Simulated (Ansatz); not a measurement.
**CH7FN2Si: one species, many methods**

How much do the methods differ for CH7FN2Si? The plan is to run it at one geometry with functionals of several rungs and with coupled cluster, and see how far each lands from CCSD(T) at the basis-set limit for the atomisation energy.

The runs use Ansatz 0.2.0, Gaussian basis; functionals in def2-TZVPP, the program's frozen cores in correlated methods.

Plan: PBE-D4, r2SCAN-D4, PBE0-D4, B3LYP-D4, ωB97X-V, ωB97M-V, B2PLYP; CCSD(T)/def2-TZVPP; MP2/def2-QZVPP; extrapolation to the limit.

### 1 The relaxed structure

The geometry comes from an earlier relaxation with PBE0-D4 in a triple-zeta def2 set; it is a stationary point, not always the lowest conformer.

SMILES `NC[SiH](N)F`, 12 atoms, charge 0, spin multiplicity 1.

Atoms are counted from 1 here; the program's logs count them from 0.

Bond lengths: N1–C2 1.465 Å, N1–H6 1.012 Å, N1–H7 1.012 Å, C2–Si3 1.869 Å, C2–H8 1.095 Å, C2–H9 1.100 Å, Si3–N4 1.694 Å, Si3–F5 1.613 Å, Si3–H10 1.482 Å, N4–H11 1.008 Å, N4–H12 1.005 Å. Angles: C2–N1–H6 110.4°, C2–N1–H7 111.1°, H6–N1–H7 106.8°, N1–C2–Si3 108.5°, N1–C2–H8 108.7°, N1–C2–H9 114.7°, Si3–C2–H8 106.9°, Si3–C2–H9 111.1°, H8–C2–H9 106.6°, C2–Si3–N4 107.2°, C2–Si3–F5 106.3°, C2–Si3–H10 114.8°, N4–Si3–F5 113.7°, N4–Si3–H10 110.0°, F5–Si3–H10 105.0°, Si3–N4–H11 118.1°, Si3–N4–H12 123.7°, H11–N4–H12 112.9°.

### 2 PBE-D4 (GGA)

File in.yaml:

```yaml
crystal:
  periodic: [false, false, false]
  atoms:
    - {symbol: N, position_ang: [-0.859254, 0.847317, 1.120084]}
    - {symbol: C, position_ang: [-0.595386, 0.869808, -0.320700]}
    - {symbol: Si, position_ang: [0.795436, -0.323635, -0.688273]}
    - {symbol: N, position_ang: [0.367405, -1.815695, -0.010320]}
    - {symbol: F, position_ang: [2.126447, 0.322421, -0.045340]}
    - {symbol: H, position_ang: [-0.074501, 1.235205, 1.628829]}
    - {symbol: H, position_ang: [-1.666741, 1.411922, 1.351750]}
    - {symbol: H, position_ang: [-1.481478, 0.497030, -0.845084]}
    - {symbol: H, position_ang: [-0.380879, 1.866780, -0.734176]}
    - {symbol: H, position_ang: [1.107459, -0.490976, -2.127511]}
    - {symbol: H, position_ang: [-0.153006, -1.813416, 0.853344]}
    - {symbol: H, position_ang: [0.891600, -2.662058, -0.148503]}
basis:
  gaussian: {orbitals: def2-TZVPP}
hamiltonian: {xc: pbe, dispersion: d4}
output: {forces: true, orbitals: {seedname: orbitals}}
```

On the command line:

```console
> ansatz run in.yaml --threads 4 --pin off --events-out ev --progress --plain --max-ram 10444MiB
```

Further steps of the session: r2SCAN-D4 (meta-GGA); PBE0-D4 (hybrid); B3LYP-D4 (hybrid); ωB97X-V (range-separated); ωB97M-V (range-separated); B2PLYP (double hybrid); CCSD(T) in def2-TZVPP; MP2 in def2-QZVPP.

Before running them: what should the planned runs give, taken together? Wanted: atomisation energy, CCSD(T)/CBS; farthest; mean size of error, hybrid; mean size of error, range-separated; gap, smallest and largest; T1 diagnostic; triples share of the correlation energy.

As calculated:

| quantity | value |
| --- | --- |
| atomisation energy, CCSD(T)/CBS | 45.629 eV |
| functionals within 0.228 eV (0.5 %) | B3LYP-D4, ωB97X-V, ωB97M-V |
| farthest | PBE-D4 (+0.619 eV) |
| mean size of error, hybrid | 0.145 eV |
| mean size of error, range-separated | 0.142 eV |
| gap, smallest and largest | 5.38 eV (PBE-D4), 12.11 eV (ωB97X-V) |
| T1 diagnostic | 0.0103 |
| triples share of the correlation energy | 3.4 % |

In words: PBE-D4 is off by +0.619 eV. Double hybrids carry the basis error of their MP2 part in triple zeta, and no dispersion term here, so their miss is partly the set-up's. Misses under about 0.228 eV are within the doubt on the reference itself, which lacks core-valence correlation, relativity and higher excitations. Hartree-Fock recovers 70 % of the binding; the rest is correlation. Orbital gaps span 5.4 to 12.1 eV; exact exchange widens them.
